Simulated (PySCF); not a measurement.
**Nd(BH4)2: other functionals and bases at one geometry**

An exercise on one series of results from a longer session: the logs are not shown, and one member is left open.

The runs use PySCF 2.14.0; several levels, as the steps say, no spin–orbit coupling.

1 further run of the same task is left out (for a known fault of the program).

**The system as given**

11 atoms, charge 0, spin multiplicity 1.

Bond lengths: Nd1–B2 2.670 Å, Nd1–H4 2.481 Å, Nd1–H5 2.489 Å, Nd1–H6 2.491 Å, Nd1–B7 2.671 Å, Nd1–H9 2.481 Å, Nd1–H10 2.489 Å, Nd1–H11 2.491 Å, B2–H3 1.211 Å, B2–H4 1.255 Å, B2–H5 1.255 Å, B2–H6 1.255 Å, B7–H8 1.211 Å, B7–H9 1.255 Å, B7–H10 1.255 Å, B7–H11 1.255 Å. Angles: B2–Nd1–H4 27.9°, B2–Nd1–H5 27.9°, B2–Nd1–H6 27.9°, B2–Nd1–B7 175.2°, B2–Nd1–H9 148.8°, B2–Nd1–H10 156.8°, B2–Nd1–H11 150.2°, H4–Nd1–H5 47.8°, H4–Nd1–H6 47.8°, H4–Nd1–B7 148.8°, H4–Nd1–H9 140.6°, H4–Nd1–H10 163.2°, H4–Nd1–H11 122.7°, H5–Nd1–H6 47.7°, H5–Nd1–B7 156.8°, H5–Nd1–H9 163.2°, H5–Nd1–H10 129.9°, H5–Nd1–H11 147.0° and more.

Geometry (Å):

```xyz
11
charge 0, multiplicity 1
Nd    0.0000    0.0000    0.7016
B     2.6682   -0.0080    0.8124
H     3.8780   -0.0177    0.8648
H     2.1567   -0.8955    1.5382
H     2.2449   -0.2074   -0.3523
H     2.1870    1.0880    1.1897
B    -2.6682    0.0080    0.8124
H    -3.8780    0.0178    0.8647
H    -2.1566    0.8955    1.5382
H    -2.2449    0.2075   -0.3522
H    -2.1871   -1.0881    1.1897
```

Formal oxidation states: Nd +2. Each metal's 4 4f electrons lie in its core potential, so multiplicities, spins and levels count the valence alone. An earlier session relaxed this geometry at PBE0, Nd lcecp-0-SVP with ECP50, B def2-SVP, H def2-SVP (singlet, point group C1).

At PBE0 on the finer grid: E = -82.185024 Eh, frontier levels not given, since the 4f levels lie in the core, Mulliken charge on Nd1 +0.82 e, largest force component 0.013 eV/Å. 

Levels to run: PBE; TPSS; PBE0, TZVP. Hardware: 2 threads of Intel Xeon Platinum 8259CL at 2.50GHz (Skylake/Cascade Lake), shared host.

Set-up of the first run:

Contents of run.py (the lines that set the calculation):

```python
mol = gto.M(atom='''
Nd     0.00001    -0.00004     0.70160
B      2.66819    -0.00796     0.81240
H      3.87803    -0.01771     0.86476
H      2.15666    -0.89555     1.53817
H      2.24490    -0.20743    -0.35226
H      2.18703     1.08805     1.18970
B     -2.66819     0.00797     0.81241
H     -3.87803     0.01777     0.86471
H     -2.15665     0.89552     1.53823
H     -2.24486     0.20746    -0.35223
H     -2.18709    -1.08807     1.18971''',
    basis={'Nd': 'lcecp-0-SVP', 'B': 'def2-SVP', 'H': 'def2-SVP'},
    ecp={'Nd': 'lcecp-0-SVP'},
    charge=0, spin=0)
mf = dft.RKS(mol, xc='PBE')
mf.grids.atom_grid = (75, 302)  # f atoms: unpruned, at least (60, 302)
mf = mf.density_fit()  # fitting sets: Nd AutoAux, B def2-universal-JKFIT, H def2-universal-JKFIT
mf.conv_tol = 1e-08; mf.max_cycle = 55
mf.kernel(dm0)  # dm0: the density of the relaxed state
```

Run with:

```console
OMP_NUM_THREADS=2 python run.py
```

Steps of the session up to this table: PBE; TPSS; PBE0, TZVP.

One of the session's tables, all rows but one given; the rest of the session is left out.

```
              level  charge on Nd1 (e)  dipole (D)  largest force component (eV/Å)
PBE0 (relaxed here)               0.82        0.65                            0.01
                PBE                  ?           ?                               ?
               TPSS               0.78        0.64                            0.15
         PBE0, TZVP               1.12        0.65                            0.28
```

Q: Estimate the row for PBE from the others.

As computed: charge on Nd1 (e): 0.64; dipole (D): 0.63; largest force component (eV/Å): 0.17. In the column «charge on Nd1 (e)» it is the lowest.

The largest leftover force, 0.28 eV/Å with PBE0, TZVP, stands at a geometry relaxed at another level. With 4f in the core, its levels are missing from HOMO and gap, and its count is fixed, so no charge can pass from the ligands into it. Total energies of different levels can't be compared.
